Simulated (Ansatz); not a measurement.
**Zr: stress in a strained cell**

Zr is deformed so: zz strain of +1 %. What stress and forces result, by LAPW, PAW and all-electron datasets made for the crystal?

Computed with Ansatz 0.2.0 (DFT PBEsol, scalar-relativistic, unless a step's input says otherwise).

2 further runs of the same task are left out: 2 set aside as unsound or not needed.

## Step 1: The system as given

The structure is hexagonal, space group P6_3/mmc (No. 194). The conventional cell has a = 3.232 Å, b = 3.232 Å, c = 5.147 Å, α = 90.00°, β = 90.00°, γ = 120.00°. Zr (site symmetry -6m2) has 12 Zr at 3.18 to 3.23 Å as nearest neighbours.

As a file:

```
Zr
1.0
     3.23200    0.00000    0.00000
    -1.61600    2.79899    0.00000
     0.00000    0.00000    5.14700
Zr
2
Direct
  0.33333 0.66667 0.25000
  0.66667 0.33333 0.75000
```

Atoms are numbered in the order of the input: Zr1, Zr2.

## Step 2: After the deformation

Space group P6_3/mmc before, P6_3/mmc after.

## Step 3: All-electron LAPW

Contents of input.yaml:

```yaml
crystal:
  lattice:
    - [3.2319982225, 0.0, 0.0]
    - [-1.6159991112, 2.7989925656, 0.0]
    - [0.0, 0.0, 5.19847]
  atoms:
    - { symbol: Zr, position: [0.3333333333, 0.6666666667, 0.25] }
    - { symbol: Zr, position: [0.6666666667, 0.3333333333, 0.75] }
kpoints:
  mp_grid: { grid: [13, 13, 7] }
  band_path:
    path:
      - [0.0, 0.0, 0.0]
      - [0.5, 0.0, 0.0]
      - [0.3333333333, 0.3333333333, 0.0]
      - [0.0, 0.0, 0.0]
      - [0.0, 0.0, 0.5]
      - [0.5, 0.0, 0.5]
      - [0.3333333333, 0.3333333333, 0.5]
      - [0.0, 0.0, 0.5]
      - [0.5, 0.0, 0.5]
    npoints: 5
scf:
  occupations: { method: fermi_dirac, width: 0.08 }
hamiltonian:
  xc: pbesol
  pseudopotentials: { kind: all_electron, lapw: { basis_error: 0.001 } }
output:
  forces: true
  stress: true
  eigenvalues: true
```

On the command line:

```bash
$ ansatz run input.yaml --threads 1 --pin off --max-ram 3072MiB --backend cpu --events-out ev --progress --plain --runs-dir out
```

## Step 4: PAW on the default files

Contents of input.yaml:

```yaml
crystal:
  lattice:
    - [3.2319982225, 0.0, 0.0]
    - [-1.6159991112, 2.7989925656, 0.0]
    - [0.0, 0.0, 5.19847]
  atoms:
    - { symbol: Zr, position: [0.3333333333, 0.6666666667, 0.25] }
    - { symbol: Zr, position: [0.6666666667, 0.3333333333, 0.75] }
kpoints:
  mp_grid: { grid: [13, 13, 7] }
scf:
  occupations: { method: fermi_dirac, width: 0.08 }
hamiltonian:
  xc: pbesol
  pseudopotentials: { kind: paw }
output:
  forces: true
  stress: true
  eigenvalues: true
  efg: { contact_densities: true }
```

## Step 5: Datasets made for this crystal

input.yaml: that of step 4 with these lines changed.

```diff
@@ -14,3 +14,3 @@
   xc: pbesol
-  pseudopotentials: { kind: paw }
+  pseudopotentials: { kind: all_electron, datasets: crystal }
 output:
```

(Steps that only read results are left out.)

**Question.** What will these runs give? Wanted: pressure; largest shear or deviatoric stress.

**Answer**, as computed:

| quantity | value |
| --- | --- |
| pressure | LAPW -4.16, PAW -4.18, crystal datasets -4.16 GPa |
| largest shear or deviatoric stress (LAPW) | 0.18 GPa |

What this shows: Against the undeformed cell the largest change of stress is -1.52 GPa, in the zz component, with the atoms carried along and not relaxed. PAW: stress within 0.02 GPa of LAPW. Crystal datasets: stress within 0.01 GPa of LAPW.
